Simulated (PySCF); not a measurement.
# CH2Br2: the cost of one run

Computed with PySCF 2.14.0 and routines of our own; the level stands in each step. Atoms count from 0.

### Step 1. The system as given

5 atoms, charge 0, multiplicity 1; geometry from: GFN2-xTB.

### Step 2. Geometry optimisation at PBE0-D3(BJ)/def2-SVP

What the job is given:

```
{"job": {"xc": "PBE0", "basis": "def2-SVP", "d3": "d3bj", "grid": 1, "maxiter": 30, "shake": 0.01, "kind": "geom"}, "charge": 0, "multiplicity": 1}
Br    -1.575850     0.888990    -0.025250
C     -0.006480    -0.191830     0.001170
Br     1.604580     0.866420    -0.048080
H      0.026830    -0.763570     0.920870
H     -0.015510    -0.833970    -0.886590
```

On the command line:

```sh
OMP_NUM_THREADS=1 python heavy_run.py task.json out
```

The driver reads the jobs from task.json and runs them one after another.

**Question.** How long does this first job take on 1 thread of Arm Neoverse V1, shared host, and how much memory does it need?

About 12 s, with a peak of 0.36 GiB.
